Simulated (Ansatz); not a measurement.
# C2H5BN (SMILES B[N]C=C): UHF/STO-3G

Aim: the electronic atomisation energy of C2H5BN at UHF/STO-3G, from 5 runs. 

Program for the calculation: Ansatz 0.2.0.

40 further runs of the same task are left out: 40 set aside as unsound or not needed.

### Step 1. The system as given

The species is C2H5BN (9 atoms), meant as a doublet with charge 0. SMILES: `B[N]C=C`. Geometry: relaxed at PBE0-D4/def2-TZVP.

Bond lengths: B1–N2 1.342 Å, N2–C3 1.284 Å, C3–C4 1.392 Å, B1–H5 1.202 Å, B1–H6 1.202 Å, C3–H7 1.093 Å, C4–H8 1.082 Å, C4–H9 1.083 Å. Angles: B1–N2–C3 179.9°, N2–C3–C4 123.6°, N2–B1–H5 119.4°, N2–B1–H6 119.4°, N2–C3–H7 118.2°, C4–C3–H7 118.1°, C3–C4–H8 120.6°, C3–C4–H9 120.2°, H5–B1–H6 121.3°, H8–C4–H9 119.2°.

### Step 2. The energy at UHF/STO-3G

run.yaml

```yaml
crystal:
  periodic: [false, false, false]
  atoms:
    - symbol: B
      position_ang: [-0.864600, 1.674800, -0.110400]
    - symbol: "N"
      position_ang: [-0.486400, 0.387700, -0.106200]
    - symbol: C
      position_ang: [-0.126200, -0.844400, -0.102100]
    - symbol: C
      position_ang: [1.161000, -1.270600, 0.212300]
    - symbol: H
      position_ang: [-1.300900, 2.164000, 0.896800]
    - symbol: H
      position_ang: [-0.758900, 2.316900, -1.120700]
    - symbol: H
      position_ang: [-0.871400, -1.601800, -0.359600]
    - symbol: H
      position_ang: [1.410600, -2.323300, 0.200400]
    - symbol: H
      position_ang: [1.925400, -0.549500, 0.472300]
basis:
  gaussian: {orbitals: STO-3G}
total_charge: 0
magnetization: {spin_polarized: true, initial_magnetization: 1}
hamiltonian: {xc: hf}
accuracy: high
output: {orbitals: {seedname: orbitals}}
```

Started as:

```sh
$ ansatz run run.yaml --threads 1 --pin off --max-ram 3480MiB --events-out events.jsonl --progress --plain --runs-dir runs
```

Log:

```text
Warning: RAYON_NUM_THREADS=1 ignored (pool sized by the plan → 1); use --threads N
Functional definition: HF
  name "HF"
  exchange = exact_x
  correlation = 0
482 factors; integrals over basis functions are off by at most 2.6e-8 eV
mean field evaluation 1: about -4236.2360 eV, gradient 1.6e1 eV
mean field evaluation 2: about -4236.3468 eV, gradient 1.6e1 eV
mean field evaluation 4: about -4238.8180 eV, gradient 3.6e0 eV
mean field evaluation 8: about -4239.3064 eV, gradient 1.9e-1 eV
mean field evaluation 16: about -4239.3017 eV, gradient 2.6e-8 eV
mean field -4239.30174387 eV, -155.7914655853 hartree, gradient 2.6e-8 eV, S^2 1.048146; 0 other end points of the search recorded, 0 dependent functions left out
reference -4239.30174387 eV, -155.7914655853 hartree; 15, 14 occupied and 10, 11 virtual orbitals, 482 factors
Total energy: -4239.30174387 eV, -155.7914655853 hartree
```

Run time: 0.22 s. Hardware: 1 thread of Arm Neoverse V2, shared host.

### Step 3. The B atom

molecule.yaml

```yaml
basis:
  gaussian:
    orbitals: STO-3G
crystal:
  periodic: [false, false, false]
  atoms:
    - {symbol: B, position_ang: [0.000000, 0.000000, 0.000000]}
magnetization:
  spin_polarized: true
  initial_magnetization: 1
hamiltonian:
  xc: hf
accuracy: high
```

Started as:

```sh
$ ansatz run molecule.yaml --threads 1 --pin off --max-ram 3480MiB --events-out events.jsonl --progress --plain --runs-dir runs
```

Log:

```text
Warning: RAYON_NUM_THREADS=1 ignored (pool sized by the plan → 1); use --threads N
Functional definition: HF
  name "HF"
  exchange = exact_x
  correlation = 0
15 factors; integrals over basis functions are off by at most 8.9e-10 eV
mean field evaluation 1: about -657.1275 eV, gradient 2.3e-14 eV
mean field evaluation 2: about -655.6556 eV, gradient 5.8e0 eV
mean field evaluation 4: about -656.3328 eV, gradient 3.7e0 eV
mean field evaluation 8: about -657.1193 eV, gradient 1.7e-1 eV
mean field evaluation 16: about -655.6556 eV, gradient 5.8e0 eV
mean field -657.12745801 eV, -24.1489886649 hartree, gradient 0.0e0 eV, S^2 0.750000; 3 other end points of the search recorded, 0 dependent functions left out
reference -657.12745801 eV, -24.1489886649 hartree; 3, 2 occupied and 2, 3 virtual orbitals, 15 factors
Total energy: -657.12745801 eV, -24.1489886649 hartree
```

It took 0.04 s on 1 thread of Arm Neoverse V2, shared host.

### Step 4. The C atom

molecule.yaml

```yaml
basis:
  gaussian:
    orbitals: STO-3G
crystal:
  periodic: [false, false, false]
  atoms:
    - {symbol: C, position_ang: [0.000000, 0.000000, 0.000000]}
hamiltonian:
  xc: hf
magnetization:
  spin_polarized: true
  initial_magnetization: 2
accuracy: high
```

Run the same way, it converges to -37.19839 Eh (log not shown).

### Step 5. The H atom

job.yaml

```yaml
crystal:
  periodic: [false, false, false]
  atoms:
    - {symbol: H, position_ang: [0.000000, 0.000000, 0.000000]}
basis:
  gaussian:
    orbitals: STO-3G
accuracy: high
hamiltonian:
  xc: hf
magnetization:
  spin_polarized: true
  initial_magnetization: 1
```

Run the same way, it converges to -0.46658 Eh (log not shown).

### Step 6. The N atom at the same level

job.yaml

```yaml
crystal:
  periodic: [false, false, false]
  atoms:
    - symbol: "N"
      position_ang: [0.000000, 0.000000, 0.000000]
basis:
  gaussian:
    orbitals: STO-3G
magnetization:
  spin_polarized: true
  initial_magnetization: 3
hamiltonian:
  xc: hf
accuracy: high
```

Started as:

```sh
$ ansatz run job.yaml --threads 1 --pin off --max-ram 3480MiB --events-out events.jsonl --progress --plain --runs-dir runs
```

Log:

```text
Warning: RAYON_NUM_THREADS=1 ignored (pool sized by the plan → 1); use --threads N
Functional definition: HF
  name "HF"
  exchange = exact_x
  correlation = 0
15 factors; integrals over basis functions are off by at most 1.1e-9 eV
mean field evaluation 1: about -1461.7687 eV, gradient 1.8e-14 eV
mean field evaluation 2: about -1461.7687 eV, gradient 0.0e0 eV
mean field -1461.76873496 eV, -53.7190101874 hartree, gradient 0.0e0 eV, S^2 3.750000; 0 other end points of the search recorded, 0 dependent functions left out
reference -1461.76873496 eV, -53.7190101874 hartree; 5, 2 occupied and 0, 3 virtual orbitals, 15 factors
Total energy: -1461.76873496 eV, -53.7190101874 hartree
```

It took 0.04 s on 1 thread of Arm Neoverse V2, shared host.

### Step 7. Outcome

Level: UHF/STO-3G.

| quantity | value |
| --- | --- |
| molecule: total energy | -155.79147 Eh |
| molecule: HOMO energy (highest over α and β) | -8.85 eV |
| molecule: LUMO energy (lowest over α and β) | 6.26 eV |
| molecule: ⟨S²⟩ | 1.048 |
| B atom: total energy | -24.14899 Eh |
| B atom: ⟨S²⟩ | 0.750 |
| C atom: total energy | -37.19839 Eh |
| C atom: ⟨S²⟩ | 2.000 |
| H atom: total energy | -0.46658 Eh |
| H atom: ⟨S²⟩ | 0.750 |
| N atom: total energy | -53.71901 Eh |
| N atom: ⟨S²⟩ | 3.750 |
| electronic atomisation energy | 32.484 eV |

**Reading.** Taking the molecule apart into free atoms costs 32.48 eV (3134 kJ/mol), before zero-point energy and without spin-orbit coupling. Hartree–Fock lacks the correlation of the bonding pairs, which as a rule makes this value much too low; in minimal bases other errors can mask that. In a minimal basis such a difference can be off by several eV, whatever the method. ⟨S²⟩ (molecule) is 1.05 where a pure doublet has 0.75: the reference is spin-contaminated.
